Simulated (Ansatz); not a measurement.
# CH7AlClNSi: the cost of one run

Program: Ansatz 0.2.0 through its Python package. Level of theory: B3LYP/6-31G*. These are calculated values, not measurements.

## 1. The system

Bond lengths: C1–Si2 1.799 Å, Si2–N3 1.771 Å, Si2–Al4 2.429 Å, Al4–Cl5 2.168 Å, C1–H6 1.146 Å, C1–H7 1.103 Å, C1–H8 1.146 Å, Si2–H9 1.430 Å, N3–H10 1.072 Å, N3–H11 1.038 Å, Al4–H12 1.555 Å. Angles (14 of 18 angles, heavy atoms first): C1–Si2–N3 108.5°, C1–Si2–Al4 110.1°, N3–Si2–Al4 109.4°, Si2–Al4–Cl5 118.5°, C1–Si2–H9 110.1°, N3–Si2–H9 108.5°, Al4–Si2–H9 110.2°, Si2–C1–H6 113.0°, Si2–C1–H7 112.3°, Si2–C1–H8 111.0°, Si2–N3–H10 107.9°, Si2–N3–H11 109.8°, Si2–Al4–H12 118.7°, Cl5–Al4–H12 122.7°.

No structure file is read: the coordinates are typed or built in the script.

## 2. The script

ch7alclnsi.py

```python
import ansatz as az
import numpy as np


def main() -> None:
    system = (
        az.Crystal.molecule()
        .atom('C', (-1.5188, 0.5715, -0.1883))
        .atom('Si', (-0.0876, -0.516, -0.1165))
        .atom('N', (0.1871, -0.9716, 1.5722))
        .atom('Al', (1.8752, 0.6288, -0.9746))
        .atom('Cl', (2.4772, 2.4908, -0.0422))
        .atom('H', (-1.3723, 1.5438, 0.4001))
        .atom('H', (-2.4292, 0.0918, 0.2076))
        .atom('H', (-1.7157, 0.9195, -1.2621))
        .atom('H', (-0.3355, -1.7039, -0.8723))
        .atom('H', (1.0242, -1.6407, 1.6019))
        .atom('H', (-0.6266, -1.5098, 1.9276))
        .atom('H', (2.5991, 0.0406, -2.2193))
    )

    base = (
        system.calculation()
        .basis(gaussian='6-31G*')
        .functional('b3lyp')
    )
    symbols = [site.symbol for site in system.cartesian_sites]
    start = np.array([site.position_ang for site in system.cartesian_sites], dtype=float)
    def progress(event):
        if event['event'] == 'relax_step':
            row = event['data']
            print(f'step {row["step"]:3d}  E = {row["lagrangian_ev"]:.6f} eV  max force {row["allowed_force_max_ev_ang"]:.4f} eV/A')


    r = base.relax(force_tolerance=0.01).session().plan().execute(on_event=progress).report
    end = np.array(r['positions_ang'])

    for key in ('converged', 'free_energy_ev', 'reference_energy_ev', 'n_frozen', 'n_occupied', 'n_virtual'):
        print(f'{key:22s} {r[key]}')

    print('bond        before    after (A)')
    for i, j in [(0, 1), (0, 5), (0, 6), (0, 7), (1, 2), (1, 3), (1, 8), (2, 9), (2, 10), (3, 4), (3, 11)]:
        d0, d1 = (np.linalg.norm(xyz[i] - xyz[j]) for xyz in (start, end))
        print(f'{symbols[i]}{i}-{symbols[j]}{j}'.ljust(10), f'{d0:8.4f} {d1:8.4f}')


if __name__ == '__main__':
    main()
```

## 3. Launch

The run is started by

```
$ python ch7alclnsi.py
```

**Question.** How long does this script take on 1 thread of Arm Neoverse V2, shared host, and how much memory does it need?

About 4.3 min, with a peak of 0.31 GiB.
